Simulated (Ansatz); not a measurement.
This was printed by a script on Ansatz 0.2.0, Python API, for a ladder of methods at one geometry of Cl3In, SMILES [Cl][In]([Cl])[Cl]. What did the script look like? Settings (for the species named): MP2, def2-SVP basis, multiplicity 1. The script varies method: mp2, ccsd, ccsd_t.

```csv
atom,x (Å),y (Å),z (Å)
Cl,-0.0154,0.5646,2.0841
In,-0.4605,-0.3542,-0.2621
Cl,1.2732,-2.0584,-0.3434
Cl,-0.7419,1.7877,-1.4988
```

```console
$ python methods.py
INFO:calc:Hartree-Fock reference -1567.385779 Ha
INFO:calc:mp2      total -1567.855701 Ha  correlation  -12.7872 eV  (89.9 % of the last)
INFO:calc:ccsd     total -1567.895028 Ha  correlation  -13.8574 eV  (97.4 % of the last)
INFO:calc:ccsd_t   total -1567.908648 Ha  correlation  -14.2280 eV  (100.0 % of the last)
```

The script that was run (others could print the same):

Script `methods.py`:
```python
"""Cl3In at several levels of theory."""

import logging
import sys

import ansatz as az

logging.basicConfig(stream=sys.stdout, format="%(levelname)s:%(name)s:%(message)s")
log = logging.getLogger("calc")
log.setLevel(logging.INFO)

geometry_ang = [
    ("Cl", [-0.0154, 0.5646, 2.0841]),
    ("In", [-0.4605, -0.3542, -0.2621]),
    ("Cl", [1.2732, -2.0584, -0.3434]),
    ("Cl", [-0.7419, 1.7877, -1.4988]),
]
geometry = az.Crystal.molecule()
for symbol, xyz in geometry_ang:
    geometry = geometry.atom(symbol, xyz)

calc = geometry.calculation().basis(gaussian="def2-SVP")

methods = ["mp2", "ccsd", "ccsd_t"]
reports = [calc.correlation(m).run().report for m in methods]
log.info(f"Hartree-Fock reference {reports[0]['reference_energy_ev'] / 27.211386246:.6f} Ha")
best = reports[-1]["free_energy_ev"] - reports[-1]["reference_energy_ev"]
for method, each in zip(methods, reports):
    gained = each["free_energy_ev"] - each["reference_energy_ev"]
    log.info(f"{method:8s} total {each['free_energy_ev'] / 27.211386246:.6f} Ha  correlation {gained:9.4f} eV  ({100 * gained / best:.1f} % of the last)")
```

Total energies depend on the basis set; only differences at equal settings carry meaning. The geometry is a force-field or estimated start, not a minimum of this method, and the basis set is short of its limit. A lower total doesn't mark the better method: functionals have no common bound, and MP2 and coupled cluster aren't variational. def2 sets replace the cores of elements past krypton by effective core potentials. Inner cores stay frozen; a filled d shell under the valence of the heavier atoms is correlated with it. Wall time of the script: 13 s on 1 thread of Arm Neoverse V1, on a shared host, peak memory 0.27 GiB.
